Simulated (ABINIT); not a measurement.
Runs of ABINIT 10.8.3 (patched build) on WS2. Symmetry: P6_3/mmc, No. 194, hexagonal system. Conventional cell: a = 3.180 Å, b = 3.180 Å, c = 12.500 Å, α = 90.00°, β = 90.00°, γ = 120.00°. Around S (site symmetry 3m) lie 3 W at 2.41 Å. W (site symmetry -6m2) has 6 S at 2.41 Å as nearest neighbours. 

```csv
task,level,potentials or basis,k mesh,cutoff (eV),smearing,stop of the response cycle (tolvrs),acoustic sum rule (asr),gap on the mesh (eV),pressure (GPa),largest force (eV/Å)
dielectric tensor,PBE,PseudoDojo NC SR PBE v0.4.1 standard,"8 × 8 × 4, shifted",1007,fixed,1e-08,1,-,2.3,0.13
single point,PBE,PseudoDojo NC SR PBE v0.4.1 standard,8 × 8 × 2,1007,fermi-dirac 0.05 eV,-,-,(a),2.3,0.13
dielectric tensor,LDA,PseudoDojo NC SR LDA v0.4.1 standard,"8 × 8 × 4, shifted",952,fixed,1e-09,1,-,-5.9,0.39
single point,LDA,PseudoDojo NC SR LDA v0.4.1 standard,8 × 8 × 2,952,fermi-dirac 0.05 eV,-,-,1.12,-5.9,0.39
```

Alike in all rows: no spin polarisation; cell as given.

Estimate the missing entries.

(a) 1.19.

Caveats: this functional lacks dispersion, which binds the layers, so the pressure and a relaxed spacing across them are unreliable (some runs); spin-orbit coupling is left out, which moves the levels of the heavy elements (some runs); the cell is more than 3 GPa from zero pressure, which shifts response properties (some runs).

A k mesh can miss the band edges, and the runs leave out spin-orbit coupling on W.

Not every run made on this cell is shown here.
